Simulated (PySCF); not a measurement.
# C₇H₉FO: magnetic properties

Wanted: magnetic properties for C₇H₉FO (`C=C1C[C@](F)(OC)C1=C`).

Programs: PySCF 2.14.0, with routines of our own; each step states its level. All values are computed. Atoms count from 0.

### 1 The starting structure

18 atoms, charge 0, multiplicity 1; geometry from: GFN2-xTB.

### 2 Magnetic properties: GIAO PBE0/pcSseg-1

What the job is given:

```
{"job": {"kind": "mag", "xc": "PBE0", "basis": "pcSseg-1", "isotopologues": 0}, "charge": 0, "multiplicity": 1}
C     -2.516660    -0.953123     0.812645
C     -1.369940    -0.518177     0.317823
C     -0.095902    -1.206738    -0.118397
C      0.467832     0.190235    -0.485757
F      0.660041     0.306885    -1.865577
O      1.578003     0.662385     0.162326
C      2.780824    -0.034724    -0.119614
C     -0.841495     0.804357    -0.022542
C     -1.276835     2.052136     0.018793
H     -3.312704    -0.273448     1.061674
H     -2.695523    -2.000757     0.984174
H      0.445263    -1.706218     0.683324
H     -0.197948    -1.876110    -0.970516
H      3.554475     0.468784     0.454612
H      2.713942    -1.082922     0.187773
H      3.018353     0.015455    -1.185317
H     -2.260735     2.289638     0.386395
H     -0.659751     2.868658    -0.313477
```

With the program's defaults for keys left out, this is: GIAO PBE0/pcSseg-1 magnetisability, rotational g tensor and spin-rotation constants, non-relativistic, gas phase.

Started as:

```bash
$ OMP_NUM_THREADS=1 python excited_run.py task.json out
```

One launch serves the whole session: the jobs run in the order shown.

What it wrote:

```text
coarse grid: 15360 points
cycle   1  E = -446.4184790611  dE =  1.392e+00  |g| = 7.470e-01  |ddm| = 4.089e+00
cycle   2  E = -446.3482465307  dE =  7.023e-02  |g| = 1.019e+00  |ddm| = 1.292e+00
cycle   3  E = -446.5207625128  dE = -1.725e-01  |g| = 1.039e-01  |ddm| = 7.440e-01
cycle   4  E = -446.5227163279  dE = -1.954e-03  |g| = 5.026e-02  |ddm| = 1.454e-01
cycle   5  E = -446.5232694409  dE = -5.531e-04  |g| = 1.892e-02  |ddm| = 5.560e-02
cycle   6  E = -446.5233519030  dE = -8.246e-05  |g| = 3.265e-03  |ddm| = 1.491e-02
cycle   7  E = -446.5233540870  dE = -2.184e-06  |g| = 1.023e-03  |ddm| = 3.514e-03
final grid: 149616 points
cycle   8  E = -446.5968190248  dE = -4.707e-05  |g| = 1.235e-02  |ddm| = 5.167e-02
cycle   9  E = -446.5967937422  dE =  2.528e-05  |g| = 1.735e-02  |ddm| = 2.077e-02
cycle  10  E = -446.5968487833  dE = -5.504e-05  |g| = 1.844e-03  |ddm| = 1.237e-02
cycle  11  E = -446.5968495139  dE = -7.306e-07  |g| = 3.904e-04  |ddm| = 1.495e-03
cycle  12  E = -446.5968495409  dE = -2.698e-08  |g| = 1.988e-04  |ddm| = 5.217e-04
cycle  13  E = -446.5968495503  dE = -9.385e-09  |g| = 4.245e-05  |ddm| = 2.208e-04
cycle  14  E = -446.5968495505  dE = -2.767e-10  |g| = 1.473e-05  |ddm| = 4.116e-05
converged SCF energy = -446.5968495505

Magnetisability tensor (1e-30 J/T^2)
    -1172.68       19.79      -48.30
       19.79    -1088.20      -24.39
      -48.30      -24.39    -1312.13
isotropic -1191.00   principal values   -1328.51  -1166.16  -1078.34
isotropic susceptibility -71.724 1e-6 cm^3/mol

Inertial axes            a          b          c
rot. const./GHz      2.7522     1.2588     1.0906
chi total           -69.439    -66.025    -79.707
chi diamagnetic    -546.393  -1060.766  -1233.575
chi paramagnetic    476.954    994.741   1153.868
quadrupole/D A        6.873      3.820    -10.693
g nuclear            0.5846     0.5727     0.5891
g electronic        -0.6167    -0.5883    -0.5912
g total             -0.0321    -0.0156    -0.0021

Spin-rotation constants (kHz, H = +C I.J)
atom  isotope        aa         bb         cc
  4    19F        2.945      1.331      0.858
  9     1H        0.006     -0.013     -0.120
 10     1H       -0.242      0.097     -0.127
 11     1H       -0.278     -0.036     -0.044
 12     1H       -0.313     -0.086      0.012
 13     1H       -0.130     -0.124     -0.014
 14     1H       -0.252      0.047     -0.119
 15     1H       -0.179     -0.128      0.015
 16     1H        0.200     -0.102     -0.122
 17     1H       -0.024      0.008     -0.129
  0    13C*       0.823      0.539      0.141
  1    13C*       1.034      0.617      0.166
  2    13C*       0.479      0.244      0.193
  3    13C*       0.892      0.372      0.273
  5    17O*      -0.392     -0.166     -0.083
  6    13C*       0.447      0.237      0.242
  7    13C*       1.378      0.468      0.209
  8    13C*       1.166      0.407      0.128
* in the singly substituted isotopologue
```

It took 65 s on 1 thread of Arm Neoverse N1, shared host; peak memory 0.87 GiB.

In short:

| quantity | value |
| --- | --- |
| magnetisability | -1191·10⁻³⁰ J/T² |
| molar susceptibility | -71.7·10⁻⁶ cm³/mol |
| rotational g (a, b, c) | -0.0321, -0.0156, -0.0021 |

### 3 Magnetic properties: GIAO CAM-B3LYP/pcseg-1 in chloroform

The job, as its differences from that of step 2:

```diff
@@ -1,2 +1,2 @@
-{"job": {"kind": "mag", "xc": "PBE0", "basis": "pcSseg-1", "isotopologues": 0}, "charge": 0, "multiplicity": 1}
+{"job": {"kind": "mag", "xc": "CAM-B3LYP", "basis": "pcseg-1", "scf": {"guess": "sap"}, "solvent": "chloroform"}, "charge": 0, "multiplicity": 1}
 C     -2.516660    -0.953123     0.812645
```

With the program's defaults for keys left out, this is: GIAO CAM-B3LYP/pcseg-1 magnetisability, non-relativistic, IEF-PCM chloroform.

What it wrote:

```text
final grid: 149616 points
cycle   1  E = -432.9295039069  dE =  9.798e+00  |g| = 5.805e+00  |ddm| = 3.252e+01
cycle   2  E = -379.5555557660  dE =  5.337e+01  |g| = 1.420e+01  |ddm| = 3.856e+01
cycle   3  E = -443.8080792167  dE = -6.425e+01  |g| = 3.479e+00  |ddm| = 2.825e+01
cycle   4  E = -446.3217184099  dE = -2.514e+00  |g| = 1.597e+00  |ddm| = 3.062e+00
cycle   5  E = -446.6334773170  dE = -3.118e-01  |g| = 9.530e-01  |ddm| = 1.280e+00
cycle   6  E = -446.8525209143  dE = -2.190e-01  |g| = 2.328e-01  |ddm| = 1.067e+00
cycle   7  E = -446.8635484797  dE = -1.103e-02  |g| = 7.177e-02  |ddm| = 2.383e-01
cycle   8  E = -446.8648129584  dE = -1.264e-03  |g| = 1.925e-02  |ddm| = 8.480e-02
cycle   9  E = -446.8648801336  dE = -6.718e-05  |g| = 9.291e-03  |ddm| = 2.026e-02
cycle  10  E = -446.8649000698  dE = -1.994e-05  |g| = 2.125e-03  |ddm| = 1.288e-02
cycle  11  E = -446.8649012395  dE = -1.170e-06  |g| = 8.237e-04  |ddm| = 4.983e-03
cycle  12  E = -446.8649013795  dE = -1.400e-07  |g| = 1.517e-04  |ddm| = 8.695e-04
cycle  13  E = -446.8649013849  dE = -5.470e-09  |g| = 4.133e-05  |ddm| = 2.400e-04
cycle  14  E = -446.8649013852  dE = -3.025e-10  |g| = 3.116e-05  |ddm| = 8.020e-05
converged SCF energy = -446.8649013852

Magnetisability tensor (1e-30 J/T^2)
    -1182.01       21.12      -45.79
       21.12    -1092.31      -23.74
      -45.79      -23.74    -1314.70
isotropic -1196.34   principal values   -1330.12  -1176.38  -1082.52
isotropic susceptibility -72.045 1e-6 cm^3/mol

Inertial axes            a          b          c
rot. const./GHz      2.7522     1.2588     1.0906
chi total           -70.032    -66.304    -79.800
chi diamagnetic    -546.682  -1060.947  -1232.853
chi paramagnetic    476.650    994.643   1153.054
quadrupole/D A        7.506      4.270    -11.776
```

Run time: 79 s. Hardware: 1 thread of Arm Neoverse N1, shared host; peak memory 1 GiB.

Key values:

| quantity | value |
| --- | --- |
| magnetisability | -1196·10⁻³⁰ J/T² |
| molar susceptibility | -72.0·10⁻⁶ cm³/mol |

### 4 Outcome

| quantity | value |
| --- | --- |
| magnetisability (step 2, GIAO PBE0/pcSseg-1) | -1191·10⁻³⁰ J/T² |
| molar susceptibility (step 2, GIAO PBE0/pcSseg-1) | -71.7·10⁻⁶ cm³/mol |
| rotational g (a, b, c) (step 2, GIAO PBE0/pcSseg-1) | -0.0321, -0.0156, -0.0021 |

In words: The values above hold for this geometry and these levels alone. Vibrational averaging and real surroundings are missing from these values.
